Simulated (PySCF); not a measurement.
# LiBr−: from the state search to spectroscopic constants

One table from this session's results is given with a row withheld; the runs are named, their logs left out.

Program: PySCF 2.14.0. Level of theory: Li aug-pcseg-1, Br aug-pcseg-1, no relativity. These are calculated values, not measurements.

2 further runs of the same task are left out: 2 set aside as unsound or not needed.

Set-up of the first run:

A driver script around PySCF takes these settings:

```
atoms                         : Li, Br
charge                        : -1
basis                         : Li aug-pcseg-1, Br aug-pcseg-1
Hamiltonian                   : no relativity
basis functions               : 49
electrons treated             : 39
masses in u                   : 7.0160, 78.9183
levels                        : PBE0, PBE, r²SCAN, BP86, BLYP, LDA, HSE06, HF, MP2, SCS-MP2, CCSD, CCSD(T)
grid                          : 80 radial by 434 angular points
occupations                   : held fixed by the projection of orbital angular momentum
dissociation limit            : Li + Br−, each in its ground configuration
starting distance in angstrom : 2.500
values of 2S to try           : 1, 3
```

Launch:

```bash
$ OMP_NUM_THREADS=1 python dia.py task.json out
```

Steps of the session up to this table: Input; PBE0 along the bond; PBE; r²SCAN (meta-GGA); BP86 (GGA); BLYP (GGA); LDA; HSE06 (range-separated hybrid); UHF (mean field); MP2 and coupled cluster.

One table of the session follows, with a row left open; its other results are not shown here.

Differences from CCSD(T) in the same basis:

```
      level  Re (mÅ)  ωe (%)
        UHF       +3    +0.6
    UHF-MP2       -1     0.0
UHF-SCS-MP2        0    -0.3
   UHF-CCSD        ?       ?
        LDA      -69    +6.3
        PBE      -23    +1.0
       BLYP      -17    -0.5
       BP86      -14    -0.8
     r²SCAN      -17    +1.2
       PBE0      -30    +2.8
      HSE06      -27    +2.3
```

Q: Estimate the row for UHF-CCSD from the others.

The run gave: Re (mÅ): -2; ωe (%): +0.3. In the column «Re (mÅ)» it lies between BP86 (-14) and UHF-MP2 (-1).
